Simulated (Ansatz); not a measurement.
# BGeC+ (triplet): from Hartree-Fock to the top rungs, cc-pVTZ

An exercise on one series of results from a longer session: the logs are not shown, and one member is left open.

Computed with Ansatz 0.2.0, Gaussian basis. Level: cc-pVTZ, core rule «outside noble gas», up to 16 orbitals frozen.

The runs, in order: UHF; CCSD(T) on ROHF; CCSD(T) on UHF; BCCD(T) on ROHF; CCSDT(Q) on ROHF; CCSDT(Q) on UHF; CASSCF and NEVPT2, 10 electrons in 12 orbitals.

3 further runs of the same task are left out: 3 set aside as unsound or not needed.

## The system

The geometry is a PBE0/def2-TZVP stationary point (not a proven minimum) of the parent state, kept for this charge and spin. No spin-orbit coupling is included. The filled d shell of Ge may be among the frozen orbitals whatever the setting's name suggests; the logs give the count.

3 atoms, charge 1, spin multiplicity 3.

Atoms are counted from 1 here; the program's logs count them from 0.

Bond lengths: C1–B2 1.404 Å, B2–Ge3 2.019 Å. Angles: C1–B2–Ge3 180.0°.

The first run:

Contents of in.yaml:

```yaml
crystal:
  periodic: [false, false, false]
  atoms:
    - {symbol: C, position_ang: [0.000000, 0.000000, -1.609400]}
    - {symbol: B, position_ang: [0.000000, 0.000000, -0.204900]}
    - {symbol: Ge, position_ang: [0.000000, 0.000000, 1.814300]}
basis:
  gaussian: {orbitals: cc-pVTZ}
total_charge: 1
magnetization: {spin_polarized: true, initial_magnetization: 2}
hamiltonian: {xc: hf}
output: {orbitals: {seedname: orbitals}}
```

On the command line:

```bash
ansatz run in.yaml --threads 1 --pin off --events-out ev --progress --plain --max-ram 4096MiB --backend cpu
```

Steps of the session up to this table: UHF; CCSD(T) on ROHF; CCSD(T) on UHF; BCCD(T) on ROHF; CCSDT(Q) on ROHF; CCSDT(Q) on UHF; CASSCF and NEVPT2, 10 electrons in 12 orbitals.

One of the session's tables, all rows but one given; the rest of the session is left out.

```
        method  from RCCSDT(Q) (meV)
          ROHF               +8174.0
           UHF               +7210.6
          RMP2                     ?
          UMP2               +1847.1
         RCCSD                +594.0
         UCCSD                +567.6
      RCCSD(T)                +129.8
      UCCSD(T)                +174.1
       BCCD(T)                +133.3
        RCCSDT                 +54.2
        UCCSDT                 +47.6
     RCCSDT(Q)                     0
     UCCSDT(Q)                  -6.4
CASSCF valence               +4268.6
NEVPT2 valence                +895.6
```

Q: Estimate the row for RMP2 from the others.

**Answer.** from RCCSDT(Q) (meV): +1650.9. In the column «from RCCSDT(Q) (meV)» it lies between NEVPT2 valence (+895.6) and UMP2 (+1847.1).

To keep in mind: The determinant is far from a pure spin state, so its energy mixes those of several spin states (harmless only where they are near-degenerate, as at dissociation). Warnings: spin contamination; large T1 diagnostic. Restricted and unrestricted rows rest on different reference determinants; where their highest levels disagree by more than a few hundredths of an eV, they describe different states and don't form one ladder.
